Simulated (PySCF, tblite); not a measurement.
**C₇H₁₁NSi₂: geometry, infrared bands and NMR shifts**

Aim: predict the infrared bands and NMR shifts of C₇H₁₁NSi₂ (`C=N[SiH2][SiH2]c1ccccc1`).

The runs use tblite 0.8.0 and PySCF 2.14.0, with density-fitted response routines of our own; the level of theory stands in each step. All values are computed, except where a source is named. Atoms count from 0, in the outputs and in this text.

### 1 Starting geometry

21 atoms, charge 0, multiplicity 1; geometry from: force field or distance geometry start.

Bonds of the start (Å): C0–N1 1.29, N1–Si2 1.73, Si2–Si3 2.32, Si3–C4 1.87, C4–C5 1.42, C5–C6 1.39, C6–C7 1.39, C7–C8 1.39, C8–C9 1.39, C9–C4 1.41, C0–H10 1.11, C0–H11 1.09, Si2–H12 1.48, Si2–H13 1.49, Si3–H14 1.50, Si3–H15 1.49, C5–H16 1.09, C6–H17 1.09, C7–H18 1.09, C8–H19 1.09, C9–H20 1.09.

### 2 Geometry optimisation with GFN2-xTB

What the job is given:

```
{"job": {"kind": "relax", "xc": "GFN2-xTB", "basis": "xTB"}, "charge": 0, "multiplicity": 1}
C      4.849800     0.320100    -0.056800
N      3.864000    -0.302600     0.496200
Si     2.272800     0.152100    -0.001900
Si     0.567800    -1.019100     1.046000
C     -1.083200    -0.414000     0.403800
C     -1.682500    -1.014000    -0.729700
C     -2.899700    -0.547000    -1.222200
C     -3.540700     0.519200    -0.591200
C     -2.969300     1.113000     0.523500
C     -1.755700     0.655800     1.022300
H      4.728600     1.114100    -0.821200
H      5.873100     0.069000     0.229900
H      2.208900    -0.041000    -1.467400
H      2.144700     1.613500     0.250400
H      0.601500    -0.806000     2.532400
H      0.676300    -2.487600     0.793800
H     -1.200100    -1.849200    -1.229500
H     -3.351400    -1.029800    -2.087000
H     -4.499900     0.874800    -0.971800
H     -3.476600     1.944600     1.019000
H     -1.337400     1.151000     1.902400
```

Run with:

```bash
$ OMP_NUM_THREADS=1 python probes_run.py task.json out
```

This one command runs all jobs of the session in turn.

Output:

```text
step      E/eV     max force
  0    -732.29397    2.916
  1    -732.36467    2.680
  2    -732.41728    0.401
  3    -732.43078    0.354
  4    -732.44369    0.249
  5    -732.44845    0.223
  6    -732.45449    0.166
  7    -732.46021    0.231
  8    -732.47015    0.264
  9    -732.48095    0.270
 10    -732.49105    0.262
 11    -732.49814    0.217
 12    -732.50359    0.192
 13    -732.50915    0.202
 14    -732.51364    0.151
 15    -732.51644    0.111
 16    -732.51887    0.117
 17    -732.52185    0.145
 18    -732.52528    0.169
 19    -732.52865    0.130
 20    -732.53170    0.145
 21    -732.53482    0.135
 22    -732.53823    0.152
 23    -732.54118    0.142
 24    -732.54309    0.100
 25    -732.54443    0.078
 26    -732.54555    0.083
 27    -732.54646    0.075
 28    -732.54727    0.063
 29    -732.54805    0.076
 30    -732.54889    0.104
 31    -732.54984    0.105
 32    -732.55077    0.094
 33    -732.55150    0.052
 34    -732.55209    0.049
 35    -732.55259    0.056
 36    -732.55303    0.049
 37    -732.55339    0.037
 38    -732.55363    0.039
 39    -732.55380    0.038
 40    -732.55398    0.029
 41    -732.55417    0.027
 42    -732.55434    0.027
 43    -732.55446    0.023
 44    -732.55456    0.025
 45    -732.55467    0.025
 46    -732.55480    0.033
 47    -732.55493    0.033
 48    -732.55506    0.029
 49    -732.55520    0.031
 50    -732.55535    0.036
 51    -732.55551    0.033
 52    -732.55564    0.030
 53    -732.55579    0.031
 54    -732.55597    0.031
 55    -732.55618    0.038
 56    -732.55638    0.041
 57    -732.55656    0.041
 58    -732.55673    0.039
 59    -732.55692    0.035
 60    -732.55710    0.032
 61    -732.55727    0.038
 62    -732.55744    0.033
 63    -732.55763    0.036
 64    -732.55783    0.032
 65    -732.55805    0.040
 66    -732.55829    0.046
 67    -732.55858    0.043
 68    -732.55887    0.037
 69    -732.55910    0.033
 70    -732.55925    0.028
 71    -732.55942    0.027
 72    -732.55976    0.051
 73    -732.56041    0.080
 74    -732.56140    0.089
 75    -732.56226    0.059
 76    -732.56278    0.055
 77    -732.56312    0.057
 78    -732.56347    0.056
 79    -732.56388    0.060
 80    -732.56414    0.091
 81    -732.56442    0.034
 82    -732.56455    0.035
 83    -732.56466    0.034
 84    -732.56481    0.036
 85    -732.56508    0.038
 86    -732.56557    0.059
 87    -732.56636    0.098
 88    -732.56777    0.157
 89    -732.57027    0.164
 90    -732.57713    0.391
 91    -732.53467    1.330
 92    -732.58395    0.208
 93    -732.58912    0.279
 94    -732.59570    0.430
 95    -732.61473    0.545
 96    -732.62438    0.202
 97    -732.63259    0.396
 98    -732.64120    0.289
 99    -732.65032    0.167
100    -732.65690    0.277
101    -732.66367    0.361
102    -732.66674    0.294
103    -732.67156    0.193
104    -732.67383    0.220
105    -732.67613    0.120
106    -732.67765    0.197
107    -732.67927    0.077
108    -732.68050    0.103
109    -732.68170    0.064
110    -732.68251    0.076
111    -732.68370    0.070
112    -732.68492    0.070
113    -732.68637    0.069
114    -732.68773    0.086
115    -732.68900    0.111
116    -732.68978    0.115
117    -732.69053    0.041
118    -732.69085    0.039
119    -732.69111    0.037
120    -732.69138    0.046
121    -732.69172    0.038
122    -732.69197    0.023
123    -732.69209    0.017
124    -732.69216    0.018
125    -732.69223    0.018
126    -732.69230    0.016
127    -732.69235    0.016
128    -732.69241    0.013
129    -732.69246    0.015
130    -732.69251    0.015
131    -732.69256    0.016
132    -732.69260    0.015
133    -732.69264    0.014
134    -732.69268    0.020
135    -732.69272    0.018
136    -732.69275    0.011
137    -732.69278    0.011
138    -732.69280    0.009
```

It took 1.6 s on 1 thread of Arm Neoverse V1, shared host; peak memory 0.18 GiB.

Along the way: (not every step is listed)

```tsv
step	energy from step 0 (eV)	largest force (eV/Å)
0	0.0000	2.9162
1	-0.0707	2.6803
2	-0.1233	0.4008
3	-0.1368	0.3538
4	-0.1497	0.2491
5	-0.1545	0.2230
6	-0.1605	0.1664
7	-0.1662	0.2312
8	-0.1762	0.2643
20	-0.2377	0.1448
32	-0.2568	0.0937
44	-0.2606	0.0250
56	-0.2624	0.0408
68	-0.2649	0.0373
80	-0.2702	0.0912
92	-0.2900	0.2075
104	-0.3799	0.2199
116	-0.3958	0.1146
128	-0.3984	0.0127
133	-0.3987	0.0142
134	-0.3987	0.0198
135	-0.3988	0.0179
136	-0.3988	0.0109
137	-0.3988	0.0110
138	-0.3988	0.0086
```

Close pairs (by a distance rule), those that changed most:

```tsv
bond	before (Å)	after (Å)	change (Å)
C0–N1	1.290	1.248	-0.043
Si3–H14	1.502	1.473	-0.029
Si3–H15	1.494	1.470	-0.024
C4–C5	1.416	1.392	-0.024
C4–C9	1.407	1.391	-0.016
C0–H10	1.109	1.094	-0.015
Si2–H12	1.480	1.465	-0.015
Si3–C4	1.872	1.887	+0.015
```

The final coordinates are the input of the step that follows.

### 3 Harmonic vibrations with GFN2-xTB

What the job is given:

```
{"job": {"kind": "ir", "xc": "GFN2-xTB", "basis": "xTB"}, "charge": 0, "multiplicity": 1}
C      4.779358     0.039486     0.299507
N      3.713792    -0.319202    -0.241860
Si     2.189215     0.407316    -0.544640
Si     0.747489    -0.742165     0.853019
C     -1.022303    -0.311046     0.361378
C     -1.637833    -0.962144    -0.703358
C     -2.922064    -0.636853    -1.099095
C     -3.619466     0.357236    -0.432981
C     -3.023379     1.018427     0.627562
C     -1.738363     0.685346     1.016117
H      4.974333     1.041839     0.692198
H      5.594878    -0.672801     0.400909
H      2.022636     0.124820    -1.972257
H      2.118899     1.871804    -0.377354
H      0.898352    -0.392773     2.276413
H      0.866422    -2.204962     0.776066
H     -1.099107    -1.740233    -1.226964
H     -3.381900    -1.157737    -1.927108
H     -4.623896     0.613044    -0.738044
H     -3.563114     1.793750     1.152748
H     -1.282870     1.203793     1.848731
```

Output:

```text
mode    cm-1     km/mol
  1       6.9      0.14
  2       9.2      0.61
  3      43.9      0.13
  4      85.6      1.38
  5     153.3     18.87
  6     170.6      1.81
  7     204.1      0.56
  8     232.8      8.35
  9     356.3      0.01
 10     372.7     56.17
 11     381.1     12.14
 12     422.8      6.89
 13     446.0      1.95
 14     465.2      1.92
 15     488.3      2.62
 16     575.9     75.52
 17     580.6      3.68
 18     589.8      0.30
 19     646.3    480.54
 20     666.6    217.30
 21     689.7    110.16
 22     715.3      1.17
 23     737.1      9.13
 24     767.1     37.10
 25     800.8    330.55
 26     821.2     92.98
 27     879.1      0.04
 28     900.4      0.42
 29     928.5      0.01
 30     932.4      0.01
 31     977.7      0.53
 32     982.8     13.24
 33    1085.9      0.36
 34    1121.8      0.05
 35    1139.1     14.93
 36    1152.9     16.26
 37    1182.6      0.02
 38    1207.6      1.19
 39    1287.9      4.21
 40    1314.1      0.17
 41    1420.6      4.01
 42    1455.5      4.83
 43    1467.9      4.50
 44    1578.3      0.74
 45    1594.5      0.49
 46    1743.5     38.86
 47    2125.8    237.79
 48    2162.0    301.34
 49    2198.2    333.75
 50    2236.7    269.80
 51    2867.2     94.95
 52    2968.1     54.36
 53    3056.7     19.30
 54    3058.3     26.34
 55    3067.9      5.77
 56    3073.5    114.36
 57    3085.0     78.35
```

It took 1.2 s on 1 thread of Arm Neoverse V1, shared host; peak memory 0.18 GiB.

Which atoms move in the most intense modes:

```tsv
cm⁻¹	km/mol	atoms
646	480.5	H14 26 %, H15 20 %, H12 10 %
667	217.3	C4 19 %, C6 11 %, C8 11 %
801	330.6	H14 42 %, H15 41 %
2126	237.8	H13 93 %
2162	301.3	H14 93 %
2198	333.8	H15 94 %
2237	269.8	H12 94 %
3074	114.4	H19 40 %, H17 37 %
```

### 4 NMR shieldings: PBE0/pcSseg-1

Settings changed since step 3:

```diff
@@ -1,2 +1,2 @@
-{"job": {"kind": "ir", "xc": "GFN2-xTB", "basis": "xTB"}, "charge": 0, "multiplicity": 1}
+{"job": {"kind": "nmr", "xc": "PBE0", "basis": "pcSseg-1"}, "charge": 0, "multiplicity": 1}
 C      4.779358     0.039486     0.299507
```

Method: GIAO PBE0/pcSseg-1 NMR shielding, non-relativistic, gas phase.

Output:

```text
coarse grid: 18736 points
cycle   1  E = -906.2606433791  dE =  1.403e+00  |g| = 5.010e-01  |ddm| = 4.429e+00
cycle   2  E = -906.1915694135  dE =  6.907e-02  |g| = 7.539e-01  |ddm| = 1.365e+00
cycle   3  E = -906.3224543000  dE = -1.309e-01  |g| = 1.278e-01  |ddm| = 7.984e-01
cycle   4  E = -906.3258906515  dE = -3.436e-03  |g| = 4.017e-02  |ddm| = 1.312e-01
cycle   5  E = -906.3262899025  dE = -3.993e-04  |g| = 4.933e-03  |ddm| = 4.701e-02
cycle   6  E = -906.3262945180  dE = -4.616e-06  |g| = 2.431e-03  |ddm| = 6.917e-03
final grid: 172392 points
cycle   7  E = -906.3827290145  dE = -2.902e-05  |g| = 8.650e-03  |ddm| = 4.715e-02
cycle   8  E = -906.3827137623  dE =  1.525e-05  |g| = 1.151e-02  |ddm| = 2.224e-02
cycle   9  E = -906.3827483010  dE = -3.454e-05  |g| = 1.880e-03  |ddm| = 1.288e-02
cycle  10  E = -906.3827492459  dE = -9.449e-07  |g| = 3.280e-04  |ddm| = 2.068e-03
cycle  11  E = -906.3827492734  dE = -2.750e-08  |g| = 7.072e-05  |ddm| = 3.930e-04
cycle  12  E = -906.3827492744  dE = -9.452e-10  |g| = 4.208e-05  |ddm| = 1.187e-04
cycle  13  E = -906.3827492748  dE = -4.313e-10  |g| = 1.086e-05  |ddm| = 4.516e-05
converged SCF energy = -906.3827492748

GIAO shielding tensors (ppm)
atom      isotropic    diamagn.    paramagn.     s11        s22        s33       span
  0 C       15.399     250.104    -234.705    -78.878     -0.926    126.002    204.880
  1 N     -151.080     334.339    -485.419   -574.034   -179.208    300.003    874.037
  2 Si     402.381     882.283    -479.902    355.422    379.939    471.781    116.359
  3 Si     415.760     884.091    -468.331    367.729    417.762    461.790     94.061
  4 C       51.136     261.949    -210.812    -47.958     10.365    191.002    238.961
  5 C       45.533     253.427    -207.894    -71.595     35.731    172.462    244.056
  6 C       53.527     253.508    -199.981    -58.903     41.509    177.976    236.879
  7 C       52.099     254.652    -202.553    -59.251     35.811    179.736    238.987
  8 C       53.616     253.602    -199.987    -58.400     41.500    177.747    236.147
  9 C       45.793     252.663    -206.870    -71.090     38.403    170.065    241.155
 10 H       22.972      29.030      -6.058     21.021     22.283     25.611      4.590
 11 H       23.110      25.977      -2.867     21.738     22.783     24.809      3.071
 12 H       26.323      30.985      -4.662     23.639     25.588     29.742      6.103
 13 H       26.556      31.396      -4.840     23.295     25.832     30.540      7.245
 14 H       27.215      31.634      -4.418     23.484     26.315     31.847      8.363
 15 H       26.877      31.177      -4.300     23.251     25.769     31.612      8.361
 16 H       23.780      33.884     -10.104     19.828     22.434     29.079      9.251
 17 H       24.058      30.014      -5.956     20.674     24.379     27.121      6.447
 18 H       24.105      28.436      -4.331     20.889     24.608     26.818      5.929
 19 H       24.143      29.831      -5.688     20.790     24.492     27.147      6.356
 20 H       23.928      33.728      -9.800     19.936     22.772     29.076      9.140
```

It took 60 s on 1 thread of Arm Neoverse V1, shared host; peak memory 1.1 GiB.

The references, computed at this level on geometries of the same kind, shield at (ppm): 1H TMS 31.72, 13C TMS 186.9, 29Si TMS 349.2, 15N NH3 267.7. Their shielding less the atom's gives the shift. The references are single molecules in the gas phase, so shifts against H2O, NH3, PH3, H3PO4 or CFCl3 are not on the usual liquid scales and can be off by tens of ppm. Atoms listed in one row are averaged.

```tsv
atoms	environment	σ (ppm)	δ (ppm)	δ scaled to CDCl3
C0	C=N carbon	15.4	171.5	165.5
C5, C9	aromatic CH	45.7	141.3	136.0
C4	substituted aromatic carbon	51.1	135.8	130.6
C7	aromatic CH	52.1	134.8	129.7
C6, C8	aromatic CH	53.6	133.4	128.2
H10	hydrogen on a C=N carbon	22.97	8.75	8.35
H11	hydrogen on a C=N carbon	23.11	8.61	8.22
H16, H20	hydrogen on an aromatic CH	23.85	7.86	7.52
H17, H19	hydrogen on an aromatic CH	24.10	7.62	7.29
H18	hydrogen on an aromatic CH	24.10	7.61	7.28
H12, H13	hydrogen on a silicon bonded to N, Si	26.44	5.28	–
H14, H15	hydrogen on a silicon bonded to C, Si	27.05	4.67	–
N1	imine nitrogen	-151.1	418.8	–
Si2	silicon bonded to N, Si, 2 H	402.4	-53.2	–
Si3	silicon bonded to C, Si, 2 H	415.8	-66.6	–
```

The scaled column applies a straight-line fit of computed shieldings to shifts measured in CDCl3 (root-mean-square error 0.16 ppm for H, 1.9 ppm for C).

Charges from the same density, by scheme (e):

```tsv
atoms	Mulliken	IAO	Hirshfeld	ESP fit
C0	0.06	-0.08	0.02	0.31
N1	-0.56	-0.52	-0.23	-0.57
Si2	0.53	0.60	0.27	0.51
Si3	0.36	0.45	0.24	0.00
C4	-0.39	-0.27	-0.10	0.08
C5, C9	-0.07	-0.14	-0.05	-0.19
C6, C8	-0.06	-0.15	-0.05	-0.13
C7	-0.09	-0.15	-0.05	-0.14
```

Mayer bond orders: C0–N1 1.95, N1–Si2 0.97, Si2–Si3 0.90, Si3–C4 0.85, C4–C5 1.41, C5–C6 1.45, C6–C7 1.43, C7–C8 1.43, C8–C9 1.45, C9–C4 1.41.

Ring of atoms C4, C5, C6, C7, C8, C9: NICS(0) -7.8, NICS(1) -11.3, NICS(1)zz -28.7 ppm (means of both faces).

### 5 Summary of results

| quantity | value |
| --- | --- |
| strongest single infrared mode (GFN2-xTB) | 646 cm⁻¹, 481 km/mol |
| zero-point energy (GFN2-xTB) | 93.9 kcal/mol |
| 13C shifts against TMS (PBE0/pcSseg-1, means over atoms taken as alike) | 171.5, 141.3, 135.8, 134.8, 133.4 ppm |
| 1H shifts against TMS (PBE0/pcSseg-1, means over atoms taken as alike) | 8.75, 8.61, 7.86, 7.62, 7.61, 5.28, 4.67 ppm |
| 15N shifts against NH3 (PBE0/pcSseg-1) | 418.8 ppm |
| 29Si shifts against TMS (PBE0/pcSseg-1) | -53.2, -66.6 ppm |

The optimisation took 138 steps and gained 0.399 eV; among the close pairs (by a distance rule), C0–N1 changed most, from 1.290 to 1.248 Å. No mode is imaginary among the 57: a minimum at this level. The strongest single mode, at 646 cm⁻¹, is spread over many atoms; the largest shares are those of H14, H15. Unscaled tight-binding wavenumbers are off by several per cent, some by more. Its intensities can rank the bands wrongly. At PBE0/pcSseg-1: The largest span, 874 ppm, is at N1, where the paramagnetic term is -485 ppm. NICS(1)zz of -29 ppm above the planar ring from C4 marks a diatropic (aromatic) ring current.
